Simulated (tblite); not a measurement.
# C2H12GeN2Si: the cost of one run

Computed with tblite 0.8.0 and PySCF 2.14.0, with density-fitted response routines of our own, on a single molecule in the gas phase. Atoms are numbered from 0 throughout.

## 1. Starting geometry

18 atoms, charge 0, multiplicity 1; geometry from: force field or distance geometry start.

Bonds of the start (Å): N0–C1 1.43, C1–C2 1.52, C2–N3 1.45, N3–Si4 1.79, N3–Ge5 1.85, N0–H6 1.01, N0–H7 1.02, C1–H8 1.09, C1–H9 1.13, C2–H10 1.09, C2–H11 1.12, Si4–H12 1.47, Si4–H13 1.47, Si4–H14 1.48, Ge5–H15 1.55, Ge5–H16 1.55, Ge5–H17 1.56.

## 2. Optimising the geometry with GFN2-xTB

The job: settings as JSON, then the geometry in Å.

```
{"job": {"kind": "relax", "xc": "GFN2-xTB", "basis": "xTB"}, "charge": 0, "multiplicity": 1}
N      2.657800    -0.450200    -0.619000
C      1.625900     0.191700     0.140500
C      0.378500    -0.652500    -0.051000
N     -0.721800    -0.062200     0.688200
Si    -2.146200    -1.111700     0.404400
Ge    -1.018200     1.681800     0.131500
H      3.567000    -0.566600    -0.192900
H      2.599400    -0.331300    -1.626400
H      1.409900     1.230000    -0.116300
H      1.805100     0.160600     1.251800
H      0.543700    -1.682200     0.276600
H      0.081100    -0.646800    -1.130900
H     -1.848700    -1.935400    -0.777200
H     -3.366200    -0.348600     0.122500
H     -2.351500    -2.048100     1.529500
H     -2.483600     2.117200     0.372200
H     -0.683600     1.878200    -1.373200
H     -0.057200     2.582600     0.958100
```

Run with:

```sh
$ OMP_NUM_THREADS=1 python probes_run.py task.json out
```

This one command runs all jobs of the session in turn.

Q: Estimate the wall time and peak memory of this first job on 1 thread of Intel Xeon at 2.50GHz, shared host.

About 5.8 s, with a peak of 0.18 GiB.
